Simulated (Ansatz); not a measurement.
# GaPHCl (triplet): wave-function methods side by side, cc-pVDZ

An exercise on one series of results from a longer session: the logs are not shown, and one member is left open.

The runs use Ansatz 0.2.0, Gaussian basis; cc-pVDZ, core rule «outside noble gas», up to 24 orbitals frozen.

To be run: UHF; CCSD(T) on ROHF; CCSD(T) on UHF; BCCD(T) on ROHF; CISD as a restricted active space (open shells left free, so some higher excitations enter); CCSDT(Q) on ROHF; CCSDT(Q) on UHF.

5 further runs of the same task are left out: 1 for a known fault of the program, 4 set aside as unsound or not needed. Runs told in other sessions of the task aren't counted.

### The geometry

The geometry is a PBE0/def2-TZVP stationary point (not a proven minimum). No spin-orbit coupling is included. The filled d shell of Ga may be among the frozen orbitals whatever the setting's name suggests.

4 atoms, charge 0, spin multiplicity 3.

Atoms are counted from 1 here; the program's logs count them from 0.

Bond lengths: Cl1–Ga2 2.184 Å, Ga2–P3 2.412 Å, P3–H4 1.425 Å. Angles: Cl1–Ga2–P3 113.4°, Ga2–P3–H4 92.1°.

Geometry (Å):

```xyz
4

Cl    0.00000   -0.62505    1.81780
Ga    0.00000    0.60986    0.01632
P     0.00000   -0.67379   -2.02538
H     0.00000    0.50421   -2.82804
```

The first run:

Contents of in.yaml:

```yaml
crystal:
  periodic: [false, false, false]
  atoms:
    - {symbol: Cl, position_ang: [0.000000, -0.625051, 1.817798]}
    - {symbol: Ga, position_ang: [0.000000, 0.609865, 0.016318]}
    - {symbol: P, position_ang: [0.000000, -0.673793, -2.025381]}
    - {symbol: H, position_ang: [0.000000, 0.504215, -2.828036]}
basis:
  gaussian: {orbitals: cc-pVDZ}
magnetization: {spin_polarized: true, initial_magnetization: 2}
hamiltonian: {xc: hf}
output: {orbitals: {seedname: orbitals}}
```

Command:

```
> ansatz run in.yaml --threads 1 --pin off --events-out ev --progress --plain --max-ram 4096MiB --backend cpu
```

Steps of the session up to this table: UHF; CCSD(T) on ROHF; CCSD(T) on UHF; BCCD(T) on ROHF; CISD as a restricted active space (open shells left free, so some higher excitations enter); CCSDT(Q) on ROHF; CCSDT(Q) on UHF.

One table of the session follows, with a row left open; its other results are not shown here.

It belongs to the step «Misses and costs». 

| method | from UCCSDT(Q) (meV) |
| --- | --- |
| ROHF | +8961.3 |
| UHF | +8736.9 |
| RMP2 | +1362.9 |
| UMP2 | +1371.9 |
| RCCSD | +305.4 |
| UCCSD | +290.3 |
| RCCSD(T) | ? |
| UCCSD(T) | +57.1 |
| BCCD(T) | +59.9 |
| RCCSDT | +25.3 |
| UCCSDT | +19.9 |
| RCCSDT(Q) | +6.0 |
| UCCSDT(Q) | 0 |

**Question.** Estimate the row for RCCSD(T).

The run gave: from UCCSDT(Q) (meV): +61.6. In the column «from UCCSDT(Q) (meV)» it lies between BCCD(T) (+59.9) and UCCSD (+290.3).

Not comparable, so not listed: CISD as a restricted active space (open shells left free, so some higher excitations enter) (they don't share determinant, frozen orbitals or solution with the rows shown, or repeat one).

Caveats from the session: Restricted and unrestricted rows rest on different reference determinants; a gap between their highest levels can come from leftover correlation error, from unlike frozen cores or from another state.
